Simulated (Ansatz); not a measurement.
# Al (hcp type): how the settings move a relaxation

Question: which choices in the input matter for Al (hcp type)?

Program: Ansatz 0.2.0. Level of theory: reference: DFT, LDA, PAW with Ansatz's default frozen-core files, scalar-relativistic. These are calculated values, not measurements.

2 further runs of the same task are left out: 1 that didn't finish, 1 set aside as unsound or not needed. Runs told in other sessions of the task aren't counted.

## 1. The starting structure

It takes space group P6_3/mmc (No. 194, hexagonal). The conventional cell has a = 2.738 Å, b = 2.738 Å, c = 4.520 Å, α = 90.00°, β = 90.00°, γ = 120.00°. Al (site symmetry -6m2) has 12 Al at 2.74 to 2.76 Å in its first shell of neighbours.

Coordinates:

```xyz
2
Lattice="2.7382 0.0000 0.0000 -1.3691 2.3713 0.0000 0.0000 0.0000 4.5198" Properties=species:S:1:pos:R:3 pbc="T T T"
Al    0.0000    1.5809    1.1300
Al    1.3691    0.7904    3.3899
```

## 2. Baseline

File input.yaml:

```yaml
crystal:
  lattice:
    - [2.7381733671, 0.0, 0.0]
    - [-1.3690866836, 2.3713276958, 0.0]
    - [0.0, 0.0, 4.5198282357]
  atoms:
    - { symbol: Al, position: [0.3333333333, 0.6666666667, 0.25] }
    - { symbol: Al, position: [0.6666666667, 0.3333333333, 0.75] }
kpoints:
  mp_grid: { grid: [15, 15, 8] }
scf:
  occupations: { method: fermi_dirac, width: 0.08 }
hamiltonian:
  xc: lda
  pseudopotentials: { kind: paw }
output:
  forces: true
  stress: true
  write_density: true
  write_potential: true
  elf: true
  volumetric_format: npy
relax:
  f_tol: 0.005
  max_steps: 30
  cell: { stress_tol: 0.04, fix: [volume] }
```

On the command line:

```
$ ansatz run input.yaml --threads 1 --pin off --max-ram 2048MiB --backend cpu --events-out ev --progress --plain --runs-dir out
```

## 3. Changing settings: mp_grid.grid [5, 5, 3]

Edit input.yaml of step 2 so:

```diff
@@ -9,3 +9,3 @@
 kpoints:
-  mp_grid: { grid: [15, 15, 8] }
+  mp_grid: { grid: [5, 5, 3] }
 scf:
@@ -18,6 +18,2 @@
   stress: true
-  write_density: true
-  write_potential: true
-  elf: true
-  volumetric_format: npy
 relax:
```

What does the calculation give? Wanted: for each run, ending; energy change; pressure; gap; force.

The runs gave:

```
                      run     ending   energy change  pressure (GPa)  gap (eV)  force (eV/Å)  cycles   time
                reference  converged               0             8.1      0.00          0.00      15  6.5 s
1: mp_grid.grid [5, 5, 3]  converged  -38.9 meV/atom             8.6      0.00          0.00      32  1.9 s
```

Times don't compare one to one where runs were asked for different outputs or read a saved state (see the inputs); cycles may leave out searches for a lower state.

Changing the k-point mesh moves the energy by -38.9 meV/atom, and the pressure goes from 8.1 to 8.6 GPa. The energy is not variational in the mesh, so the sign tells nothing.
